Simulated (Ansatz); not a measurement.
# Rhenium, bcc under LDA: structure, energy and stiffness

The plan for rhenium in the bcc structure: relax it, solve it on a dense k-mesh, switch on spin-orbit coupling, then scale the cell to 7 volumes from 88 to 112 % of the relaxed one and try a fit of the equation of state. The k-meshes are 14×14×14 for the relaxation; 24×24×24 for the dense run; 14×14×14 for spin-orbit coupling; 16×16×16 for the volumes.

This is Re in the bcc structure; at room conditions it is hcp.

Program: Ansatz 0.2.0. Level of theory: DFT LDA (PW92), plane waves (420 eV) with PAW, scalar-relativistic; PBE-made PAW files. These are calculated values, not measurements.

## (1) The system as given

It takes space group Im-3m (No. 229, cubic). The conventional cell has a = 3.087 Å, b = 3.087 Å, c = 3.087 Å, α = 90.00°, β = 90.00°, γ = 90.00°. Re (site symmetry m-3m) is surrounded by 8 Re at 2.67 Å.

As a file:

```cif
data_structure
_symmetry_space_group_name_H-M 'P 1'
_symmetry_Int_Tables_number 1
_cell_length_a 2.6737
_cell_length_b 2.6737
_cell_length_c 2.6737
_cell_angle_alpha 109.471
_cell_angle_beta 109.471
_cell_angle_gamma 109.471
_cell_volume 14.71
loop_
_atom_site_label
_atom_site_type_symbol
_atom_site_fract_x
_atom_site_fract_y
_atom_site_fract_z
_atom_site_occupancy
Re1 Re 0.00000 0.00000 0.00000 1
```

## (2) Relaxation of the cell

Input file input.yaml:

```yaml
crystal:
  lattice:
    - [-1.5436774558, 1.5436774558, 1.5436774558]
    - [1.5436774558, -1.5436774558, 1.5436774558]
    - [1.5436774558, 1.5436774558, -1.5436774558]
  atoms:
    - { symbol: Re, position: [0.0, 0.0, 0.0] }
hamiltonian:
  xc: lda
  pseudopotentials:
    kind: paw
    azcp:
      Re: "pseudopotentials/Re.paw.azcp"
basis:
  ecutwfc: 420
  fft_grid_basis: typed
kpoints:
  mp_grid: { grid: [14, 14, 14], shift: [0, 0, 0] }
magnetization:
  spin_polarized: false
scf:
  occupations: { method: fermi_dirac, width: 0.1 }
relax:
  max_steps: 60
  f_tol: 0.01
  cell: {}
```

Further steps of the session: The energy on a finer k-mesh; Spin-orbit coupling switched on; The cell scaled to 88 % of its volume; The cell scaled to 92 % of its volume; The cell scaled to 96 % of its volume; The cell scaled to 100 % of its volume; The cell scaled to 104 % of its volume; The cell scaled to 108 % of its volume; The cell scaled to 112 % of its volume.

Q: Predict the outcome of this session. Wanted: space group; conventional cell; volume; shortest distance; gap on the mesh; relative to hcp; V₀, B₀, B₀′.

**Answer**, as computed:

```
                      quantity                         value
space group (spins left aside)               Im-3m (No. 229)
             conventional cell                   a = 3.070 Å
                        volume                14.460 Å³/atom
             shortest distance                       2.658 Å
               gap on the mesh  none (levels filled in part)
               relative to hcp                 +335 meV/atom
                   V₀, B₀, B₀′  14.465 Å³/atom, 395 GPa, 4.5
```

The relaxation shrank the cell by 1.7 % in volume. It lies 335 meV/atom above the element's reference form at the same level (hcp, from a run of its own), so it is far from stable. No gap shows: it is a metal or semimetal at this level. Totals with and without spin-orbit coupling (-25.8 eV/atom apart) can't be read as binding, since the two-component data shift the zero of energy. The fitted modulus is 395 GPa, among the stiffest elements. Relaxation kept the symmetry; phonons were not checked.
